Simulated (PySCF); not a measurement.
# ZnH at other levels of theory

What do other methods print for ZnH?

Computed with PySCF 2.14.0. Level: method and basis as typed in the scripts.

3 further runs of the same task are left out: 3 that didn't finish.

## (1) The system as given

ZnH: 2 atoms, charge 0, spin multiplicity 2.

Bond lengths: Zn1–H2 1.510 Å.

## (2) The run that the others are compared with

Contents of input.py:

```python
from pyscf import gto, scf
from pyscf.hessian import thermo

mol = gto.M(
    atom='Zn 0 0 0; H 0 0 1.51',
    basis='def2-svpd',
    charge=0,
    spin=1,
    symmetry=True,
    verbose=4,
)
mf = scf.UHF(mol)
mf = mf.density_fit(auxbasis='def2-universal-jkfit')
mf.kernel()
hess = mf.Hessian().kernel()
print('wavenumber (cm^-1) =', thermo.harmonic_analysis(mol, hess)['freq_wavenumber'].round(1))
mf.dip_moment()
print('orbital energies (hartree):', [e[max(0, n-3):n+3].round(4) for e, n in zip(mf.mo_energy, mol.nelec)])
```

Command:

```bash
$ OMP_NUM_THREADS=1 python input.py
```

The log of this run is left out.

Base result: E(SCF) = -1778.092043 Eh, 11 cycles, ⟨S²⟩ = 0.760, μ = 0.58 D, wavenumbers 2094 cm⁻¹.

The bond length is a typed value, not an optimised one, so the wavenumber is not that of the minimum.

## (3) TDHF

Run 1 changes step after the SCF: frequency → tddft; number of roots: none → 5.

Contents of input.py:

```python
from pyscf import gto, scf, tdscf

mol = gto.M(
    atom='Zn 0 0 0; H 0 0 1.51',
    basis='def2-svpd',
    charge=0,
    spin=1,
    symmetry=True,
    verbose=4,
)
mf = scf.UHF(mol)
mf = mf.density_fit(auxbasis='def2-universal-jkfit')
mf.kernel()
td = tdscf.TDHF(mf)
td.nstates = 5
td.kernel()
td.analyze()
mf.dip_moment()
print('orbital energies (hartree):', [e[max(0, n-3):n+3].round(4) for e, n in zip(mf.mo_energy, mol.nelec)])
```

Command:

```bash
$ OMP_NUM_THREADS=1 python input.py
```

## (4) MP2

Run 2 changes step after the SCF: frequency → mp2; frozen orbitals: none → 5.

Changes to input.py since step 2:

```diff
@@ -1,3 +1,2 @@
-from pyscf import gto, scf
-from pyscf.hessian import thermo
+from pyscf import gto, scf, mp
 
@@ -14,4 +13,3 @@
 mf.kernel()
-hess = mf.Hessian().kernel()
-print('wavenumber (cm^-1) =', thermo.harmonic_analysis(mol, hess)['freq_wavenumber'].round(1))
+mp.MP2(mf, frozen=5).kernel()
 mf.dip_moment()
```

## (5) CCSD(T)

Run 3 changes step after the SCF: frequency → ccsd(t).

Contents of input.py:

```python
from pyscf import gto, scf, cc

mol = gto.M(
    atom='Zn 0 0 0; H 0 0 1.51',
    basis='def2-svpd',
    charge=0,
    spin=1,
    symmetry=True,
    verbose=4,
)
mf = scf.UHF(mol)
mf = mf.density_fit(auxbasis='def2-universal-jkfit')
mf.kernel()
mycc = cc.CCSD(mf)
mycc.kernel()
mycc.ccsd_t()
mf.dip_moment()
print('orbital energies (hartree):', [e[max(0, n-3):n+3].round(4) for e, n in zip(mf.mo_energy, mol.nelec)])
```

## (6) Hse06 (UKS)

Run 4 changes functional: none (Hartree–Fock) → hse06; SCF type: UHF → UKS; step after the SCF: frequency → analyze.

Contents of input.py:

```python
from pyscf import gto, dft

mol = gto.M(
    atom='Zn 0 0 0; H 0 0 1.51',
    basis='def2-svpd',
    charge=0,
    spin=1,
    symmetry=True,
    verbose=4,
)
mf = dft.UKS(mol, xc='hse06')
mf = mf.density_fit(auxbasis='def2-universal-jkfit')
mf.kernel()
mf.analyze()
print('orbital energies (hartree):', [e[max(0, n-3):n+3].round(4) for e, n in zip(mf.mo_energy, mol.nelec)])
```

Q: Predict the outcome of this session. Wanted: for each run, E(SCF); from base; gap, α spin; SCF dipole; after the SCF.

The runs gave:

```csv
run,E(SCF) (hartree),from base (eV),cycles,"gap, α spin (eV)",SCF dipole (D),after the SCF
base,-1778.092043,0,11,8.49,0.58,highest mode 2094 cm⁻¹
TDHF,-1778.092043,0.0000,11,8.49,0.58,lowest root found 2.85 eV
MP2,-1778.092043,0.0000,11,8.49,0.58,"MP2 correlation -10.010 eV, core frozen"
CCSD(T),-1778.092043,0.0000,11,8.49,0.58,CCSD(T) correlation -9.907 eV
hse06 (UKS),-1779.427411,not comparable,9,3.57,0.42,n/a
```

A lower total energy from another functional means nothing by itself. The dearest run is “CCSD(T)”, at 19 s against 4.2 s.
